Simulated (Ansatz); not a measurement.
**C24H14S5: the relaxed shape and its frontier levels**

What does C24H14S5 look like as a singlet, and where do its frontier electrons sit?

The runs use Ansatz 0.2.0, Gaussian basis; RKS PBE0-D4/def2-TZVP.

Plan: relaxation at PBE-D4/def2-SVP; a single point at PBE0-D4/def2-TZVP.

**1. Where the work starts**

43 atoms, charge 0, spin multiplicity 1.

Atoms are counted from 1 here; the program's logs count them from 0.

Bond lengths: S1–C2 1.752 Å, S1–H30 1.332 Å, C2–S3 1.722 Å, C2–C29 1.385 Å, S3–C4 1.743 Å, C4–C5 1.418 Å, C4–C24 1.395 Å, C5–S6 1.735 Å, C5–C23 1.399 Å, S6–C7 1.735 Å, C7–C8 1.419 Å, C7–C18 1.399 Å, C8–S9 1.742 Å, C8–C17 1.395 Å, S9–C10 1.722 Å, C10–S11 1.751 Å, C10–C12 1.387 Å, S11–H31 1.332 Å and more. Angles: C2–S1–H30 95.7°, S1–C2–S3 122.3°, S1–C2–C29 125.8°, S3–C2–C29 111.9°, C2–S3–C4 92.5°, S3–C4–C5 119.4°, S3–C4–C24 110.5°, C5–C4–C24 130.1°, C4–C5–S6 119.6°, C4–C5–C23 129.8°, S6–C5–C23 110.6°, C5–S6–C7 93.1°, S6–C7–C8 119.6°, S6–C7–C18 110.6°, C8–C7–C18 129.8°, C7–C8–S9 119.9°, C7–C8–C17 129.6°, S9–C8–C17 110.5° and more.

The start is a GFN2-xTB geometry.

**2. Optimising with PBE-D4/def2-SVP**

File in.yaml:

```yaml
crystal:
  periodic: [false, false, false]
  atoms:
    - {symbol: S, position_ang: [-6.252870, 1.263790, 2.977580]}
    - {symbol: C, position_ang: [-4.925590, 0.774180, 1.944350]}
    - {symbol: S, position_ang: [-3.321810, 1.362730, 2.163490]}
    - {symbol: C, position_ang: [-2.718880, 0.441170, 0.813090]}
    - {symbol: C, position_ang: [-1.345820, 0.529720, 0.468360]}
    - {symbol: S, position_ang: [-0.155180, 0.678520, 1.721120]}
    - {symbol: C, position_ang: [1.165350, 0.655020, 0.596730]}
    - {symbol: C, position_ang: [2.498410, 0.705980, 1.081190]}
    - {symbol: S, position_ang: [2.878550, 1.680430, 2.473800]}
    - {symbol: C, position_ang: [4.545310, 1.255010, 2.404820]}
    - {symbol: S, position_ang: [5.638940, 1.942940, 3.586810]}
    - {symbol: C, position_ang: [4.818580, 0.379910, 1.364320]}
    - {symbol: C, position_ang: [6.055280, -0.198800, 0.999550]}
    - {symbol: C, position_ang: [6.101300, -1.108070, -0.012560]}
    - {symbol: C, position_ang: [4.925290, -1.500540, -0.689050]}
    - {symbol: C, position_ang: [3.719030, -0.944170, -0.385300]}
    - {symbol: C, position_ang: [3.636730, 0.043630, 0.621630]}
    - {symbol: C, position_ang: [0.690650, 0.607010, -0.718870]}
    - {symbol: C, position_ang: [1.437430, 0.737300, -1.910840]}
    - {symbol: C, position_ang: [0.789430, 0.776280, -3.110780]}
    - {symbol: C, position_ang: [-0.617550, 0.711910, -3.180450]}
    - {symbol: C, position_ang: [-1.373480, 0.603930, -2.050220]}
    - {symbol: C, position_ang: [-0.737840, 0.537160, -0.791390]}
    - {symbol: C, position_ang: [-3.738990, -0.329110, 0.253810]}
    - {symbol: C, position_ang: [-3.644180, -1.302760, -0.765820]}
    - {symbol: C, position_ang: [-4.765030, -1.966980, -1.165940]}
    - {symbol: C, position_ang: [-6.024110, -1.712930, -0.576240]}
    - {symbol: C, position_ang: [-6.150320, -0.821530, 0.444580]}
    - {symbol: C, position_ang: [-5.006410, -0.123920, 0.892960]}
    - {symbol: H, position_ang: [-5.557080, 2.165670, 3.668080]}
    - {symbol: H, position_ang: [6.674240, 1.170260, 3.263430]}
    - {symbol: H, position_ang: [6.955040, 0.080010, 1.529850]}
    - {symbol: H, position_ang: [7.042660, -1.553740, -0.297050]}
    - {symbol: H, position_ang: [4.992550, -2.259580, -1.453700]}
    - {symbol: H, position_ang: [2.817250, -1.261200, -0.885760]}
    - {symbol: H, position_ang: [2.510210, 0.840820, -1.856580]}
    - {symbol: H, position_ang: [1.352680, 0.885360, -4.025910]}
    - {symbol: H, position_ang: [-1.096380, 0.778110, -4.145970]}
    - {symbol: H, position_ang: [-2.451290, 0.605310, -2.099700]}
    - {symbol: H, position_ang: [-2.681460, -1.524700, -1.199050]}
    - {symbol: H, position_ang: [-4.697170, -2.711510, -1.944790]}
    - {symbol: H, position_ang: [-6.886210, -2.255000, -0.933750]}
    - {symbol: H, position_ang: [-7.097270, -0.637630, 0.930150]}
basis:
  gaussian: {orbitals: def2-SVP, fitting: {mean_field: def2-universal-jkfit}}
hamiltonian: {xc: pbe, dispersion: d4}
scf: {lower_state_search: "off"}
output: {orbitals: {seedname: orbitals}}
relax: {f_tol: 0.03, max_steps: 70}
```

The run is started by

```console
$ ansatz run in.yaml --threads 2 --pin off --events-out ev --progress --plain --max-ram 22528MiB --backend cuda --devices 0, --max-vram 18GiB
```

After this run come: Single point, PBE0-D4/def2-TZVP.

Q: Predict the results of all the runs planned. Wanted: point group; commonest bond, hydrogen aside; HOMO, LUMO at PBE0-D4/def2-TZVP; dipole at PBE-D4/def2-SVP.

**Answer**, as computed:

| quantity | value |
| --- | --- |
| point group | C1 |
| commonest bond, hydrogen aside | C–C, 26 of mean length 1.419 Å |
| HOMO, LUMO at PBE0-D4/def2-TZVP | -5.31, -2.60 eV |
| dipole at PBE-D4/def2-SVP | 1.85 D |

In words: The molecule keeps its bonding pattern by the stored test; the atoms moved 0.35 Å (rms). No usable vibrations, so a minimum isn't proven. The HOMO lies nearest to 4 C atoms about 10 % each and the LUMO to S6 10 %; 4 C atoms about 7 % each. The point group is read from a loosely relaxed geometry; soft torsions can leave it below the true symmetry.
